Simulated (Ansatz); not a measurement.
# C2H8N2Si: small, medium and large basis sets

The task here is to estimate one member of a computed series from the others.

Computed with Ansatz 0.2.0, Gaussian basis. Level: one geometry, several basis sets.

The runs, in order: PBE0-D4/def2-SVP; ωB97M-V/def2-SVP; PBE0-D4/def2-QZVPP; ωB97M-V/def2-QZVPP; the functionals' def2-TZVPP values are taken from earlier runs.

**Structure used throughout**

All runs share one geometry, relaxed beforehand with PBE0-D4 in a triple-zeta def2 set.

SMILES `CNC(=N)[SiH3]`, 13 atoms, charge 0, spin multiplicity 1.

Atoms are counted from 1 here; the program's logs count them from 0.

Bond lengths: C1–N2 1.442 Å, C1–H6 1.095 Å, C1–H7 1.091 Å, C1–H8 1.090 Å, N2–C3 1.361 Å, N2–H9 1.003 Å, C3–N4 1.282 Å, C3–Si5 1.897 Å, N4–H10 1.015 Å, Si5–H11 1.485 Å, Si5–H12 1.490 Å, Si5–H13 1.484 Å. Angles: N2–C1–H6 111.8°, N2–C1–H7 109.8°, N2–C1–H8 109.0°, H6–C1–H7 107.3°, H6–C1–H8 109.5°, H7–C1–H8 109.3°, C1–N2–C3 121.0°, C1–N2–H9 118.2°, C3–N2–H9 118.0°, N2–C3–N4 119.7°, N2–C3–Si5 116.6°, N4–C3–Si5 123.6°, C3–N4–H10 111.3°, C3–Si5–H11 109.8°, C3–Si5–H12 110.9°, C3–Si5–H13 108.1°, H11–Si5–H12 108.5°, H11–Si5–H13 109.5° and more.

Set-up of the first run:

Contents of in.yaml:

```yaml
crystal:
  periodic: [false, false, false]
  atoms:
    - {symbol: C, position_ang: [-1.668742, 1.280299, 0.140629]}
    - {symbol: N, position_ang: [-0.841021, 0.116929, 0.339208]}
    - {symbol: C, position_ang: [0.392166, 0.028710, -0.228691]}
    - {symbol: N, position_ang: [0.790772, 0.947401, -1.029223]}
    - {symbol: Si, position_ang: [1.386113, -1.543938, 0.140931]}
    - {symbol: H, position_ang: [-1.202446, 2.185719, 0.543006]}
    - {symbol: H, position_ang: [-1.827566, 1.443638, -0.926462]}
    - {symbol: H, position_ang: [-2.630507, 1.119657, 0.627308]}
    - {symbol: H, position_ang: [-1.045706, -0.483604, 1.116426]}
    - {symbol: H, position_ang: [1.712961, 0.739478, -1.398716]}
    - {symbol: H, position_ang: [1.092031, -2.576713, -0.885447]}
    - {symbol: H, position_ang: [1.033755, -2.094006, 1.480074]}
    - {symbol: H, position_ang: [2.828492, -1.198368, 0.095757]}
basis:
  gaussian: {orbitals: def2-SVP}
hamiltonian: {xc: pbe0, dispersion: d4}
output: {orbitals: {seedname: orbitals}}
```

On the command line:

```console
$ ansatz run in.yaml --threads 4 --pin off --events-out ev --progress --plain --max-ram 10444MiB
```

Among the steps run: PBE0-D4 in def2-SVP; ωB97M-V in def2-SVP; PBE0-D4 in def2-QZVPP; ωB97M-V in def2-QZVPP.

One table of the session follows, with a row left open; its other results are not shown here.

It belongs to the step «Functionals by basis». 

| functional | basis | HOMO (eV) | LUMO (eV) |
| --- | --- | --- | --- |
| PBE0-D4 | def2-SVP | ? | ? |
| PBE0-D4 | def2-TZVPP | -6.71 | -0.02 |
| PBE0-D4 | def2-QZVPP | -6.76 | -0.10 |
| ωB97M-V | def2-SVP | -8.71 | 2.28 |
| ωB97M-V | def2-TZVPP | -8.96 | 1.84 |
| ωB97M-V | def2-QZVPP | -9.00 | 1.39 |

Estimate the missing values for PBE0-D4, def2-SVP.

**Answer.** HOMO (eV): -6.49; LUMO (eV): 0.22. In the column «HOMO (eV)» it is the highest.
